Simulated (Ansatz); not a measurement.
# MnCuAs: the cost of one run

Method: DFT PBE, scalar-relativistic, plane waves, PAW, in Ansatz 0.2.0.

**1. Starting point**

The structure is orthorhombic, space group Pnma (No. 62). Conventional cell: a = 6.436 Å, b = 3.796 Å, c = 7.276 Å, α = 90.00°, β = 90.00°, γ = 90.00°. Around Mn (site symmetry m) lie 5 As at 2.52 to 2.76 Å and 5 Cu at 2.83 to 2.98 Å. Around Cu (site symmetry m) lie 4 As at 2.42 to 2.53 Å and 2 Cu at 2.60 Å. Around As (site symmetry m) lie 4 Cu at 2.42 to 2.53 Å and 5 Mn at 2.52 to 2.76 Å.

Coordinates:

```xyz
12
Lattice="6.4361 0.0000 0.0000 0.0000 3.7958 0.0000 0.0000 0.0000 7.2763" Properties=species:S:1:pos:R:3 pbc="T T T"
Mn    6.1457    2.8468    1.2624
Mn    0.2904    0.9489    6.0139
Mn    2.9277    2.8468    2.3758
Mn    3.5084    0.9489    4.9005
Cu    5.6446    2.8468    4.0429
Cu    0.7915    0.9489    3.2334
Cu    2.4266    2.8468    6.8716
Cu    4.0095    0.9489    0.4047
As    1.6856    2.8468    4.5690
As    4.7505    0.9489    2.7073
As    4.9037    2.8468    6.3454
As    1.5324    0.9489    0.9309
```

The moments start at Mn 3.90, -3.90 μB.

**2. Bands and density of states at the final cell**

File input.yaml:

```yaml
crystal:
  lattice:
    - [6.4361025966, 0.0, 0.0]
    - [0.0, 3.7957735917, 0.0]
    - [0.0, 0.0, 7.27629759]
  atoms:
    - { symbol: Mn, position: [0.9548829904, 0.75, 0.1734888422], spin: 3.9 }
    - { symbol: Mn, position: [0.0451161848, 0.25, 0.8265115412], spin: -3.9 }
    - { symbol: Mn, position: [0.4548838152, 0.75, 0.3265115412], spin: -3.9 }
    - { symbol: Mn, position: [0.5451170096, 0.25, 0.6734888422], spin: 3.9 }
    - { symbol: Cu, position: [0.877022588, 0.75, 0.5556256628] }
    - { symbol: Cu, position: [0.1229782747, 0.25, 0.444374611] }
    - { symbol: Cu, position: [0.3770217253, 0.75, 0.944374611] }
    - { symbol: Cu, position: [0.622977412, 0.25, 0.0556256628] }
    - { symbol: As, position: [0.2619030349, 0.75, 0.6279296553] }
    - { symbol: As, position: [0.7380971442, 0.25, 0.3720696875] }
    - { symbol: As, position: [0.7619028558, 0.75, 0.8720696875] }
    - { symbol: As, position: [0.2380969651, 0.25, 0.1279296553] }
basis:
  ecutwfc: 420
  ecutrho_ratio: 4
kpoints:
  mp_grid: { grid: [6, 10, 6] }
  band_path:
    path:
      - [[0.0, 0.0, 0.0], [0.5, 0.0, 0.0], [0.5, 0.5, 0.0], [0.0, 0.5, 0.0], [0.0, 0.0, 0.0], [0.0, 0.0, 0.5], [0.5, 0.0, 0.5], [0.5, 0.5, 0.5], [0.0, 0.5, 0.5], [0.0, 0.0, 0.5]]
      - [[0.5, 0.0, 0.0], [0.5, 0.0, 0.5]]
      - [[0.0, 0.5, 0.0], [0.0, 0.5, 0.5]]
      - [[0.5, 0.5, 0.0], [0.5, 0.5, 0.5]]
    npoints: 10
hamiltonian:
  xc: pbe
scf:
  occupations: { method: gaussian, width: 0.05 }
  lower_state_search: "off"
  n_extra_bands: 60
output:
  forces: true
  stress: true
  eigenvalues: true
  populations: true
  dos: { projected: true, de: 0.02, nscf_kmesh: { grid: [9, 15, 9] } }
  bader: false
magnetization:
  spin_polarized: true
checkpoint:
  read: start.run
  write: ck
  compress: false
  write_wavefunctions: false
  write_every: 100000
```

start.run is the folder with the converged state of an earlier run on this cell.

Run with:

```console
$ ansatz run input.yaml --threads 8 --pin off --max-ram 22528MiB --backend cpu --events-out ev --progress --plain --runs-dir out
```

**Question.** How long does this run take on 8 threads of AMD EPYC 9B45 (Zen 5), shared host, and how much memory does it need?

About 2 min, with a peak of 7.1 GiB.
